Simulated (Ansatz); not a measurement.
**GaH₃O₂ + HF: a complex and its separated parts**

The complex below is one end of an elementary step. How strongly is it bound against its free parts?

Method: PBE0-D4/def2-TZVP structures, single points in def2-TZVPP, no counterpoise correction; program: Ansatz 0.2.0, Gaussian basis.

Levels: SPW92, PBE-D4, BLYP-D4, r2SCAN-D4, B97M-V, PBE0-D4, B3LYP-D4, r2SCAN0-D4, BHLYP-D4, CAM-B3LYP-D4, wB97X-V, wB97M-V, B2PLYP, PBE-QIDH, RPA on PBE, Hartree-Fock, MP2, CCSD, CCSD(T).

Cores are frozen in the correlated methods. Filled d shells of the heavier atoms are correlated. B3LYP uses VWN-RPA correlation. B2PLYP carries no dispersion term here.

**1. The starting structure**

The complex: 8 atoms, charge 0, spin multiplicity 1.

Atoms are counted from 1 here; the program's logs count them from 0.

Bond lengths: Ga1–H2 1.565 Å, Ga1–O3 1.782 Å, Ga1–O4 1.782 Å, O3–H7 0.958 Å, O4–H8 0.958 Å, H5–F6 0.925 Å. Angles: H2–Ga1–O3 123.8°, H2–Ga1–O4 123.8°, O3–Ga1–O4 111.4°, Ga1–O3–H7 113.7°, Ga1–O4–H8 113.7°.

Geometry (Å):

```mol
FGaH4O2
  3D, bonds by distance, orders not assigned

  8  6  0  0  0  0  0  0  0  0999 V2000
   -0.1548   -0.4700   -0.2787 Ga  0  0
    1.1478   -1.2213    0.1545 H   0  0
   -0.3454    0.3609   -1.8433 O   0  0
   -1.7133   -0.6196    0.5719 O   0  0
    1.5379    1.2147    1.3651 H   0  0
    0.7209    1.4266    0.9873 F   0  0
    0.4648    0.4151   -2.3520 H   0  0
   -1.6579   -1.1066    1.3952 H   0  0
  1  2  8  0
  1  3  8  0
  1  4  8  0
  3  7  8  0
  4  8  8  0
  5  6  8  0
M  END
```

Its parts: GaH₃O₂ holds atoms 1, 2, 3, 4, 7, 8; HF holds atoms 5, 6. Each part counts its atoms afresh in its own runs.

**2. Relaxing GaH₃O₂ alone**

The input, relax-a/in.yaml:

```yaml
crystal:
  periodic: [false, false, false]
  atoms:
    - {symbol: Ga, position_ang: [-0.154789, -0.470013, -0.278671]}
    - {symbol: H, position_ang: [1.147804, -1.221302, 0.154531]}
    - {symbol: O, position_ang: [-0.345381, 0.360933, -1.843264]}
    - {symbol: O, position_ang: [-1.713338, -0.619590, 0.571858]}
    - {symbol: H, position_ang: [0.464824, 0.415087, -2.352049]}
    - {symbol: H, position_ang: [-1.657869, -1.106612, 1.395247]}
basis:
  gaussian: {orbitals: def2-TZVP}
hamiltonian: {xc: pbe0, dispersion: d4}
relax: {f_tol: 0.005, max_steps: 200}
```

The command line of these runs was not kept.

The runs that follow: Relaxing HF alone; wB97M-V/def2-TZVPP; CCSD(T)/def2-TZVPP; Vibrations of GaH₃O₂; Vibrations of HF.

Before running it: what results should come out? Wanted: complex less parts, CCSD(T)/def2-TZVPP; with zero-point energy; largest T1 diagnostic.

The runs gave:

| quantity | value |
| --- | --- |
| complex less parts, CCSD(T)/def2-TZVPP | -0.186 eV |
| with zero-point energy | -0.147 eV |
| largest T1 diagnostic | 0.015 |

**Reading.** At CCSD(T) the complex lies 0.186 eV below its parts. The functionals run from PBE-D4, off by +0.002 eV, to SPW92, off by -0.119 eV, against CCSD(T). PBE0-D4 is as near within the digits shown. Mean unsigned error by rung: LDA 0.119, GGA 0.017, meta-GGA 0.039, hybrid 0.018, range-separated hybrid 0.026, double hybrid 0.021 eV. PBE-D4 gives a relative energy 0.002 eV too high, inside chemical accuracy (1 kcal/mol, 0.043 eV). No counterpoise was applied, and triple zeta lacks some correlation, so the CCSD(T) reference has a basis error of its own, and close matches with it are partly luck.
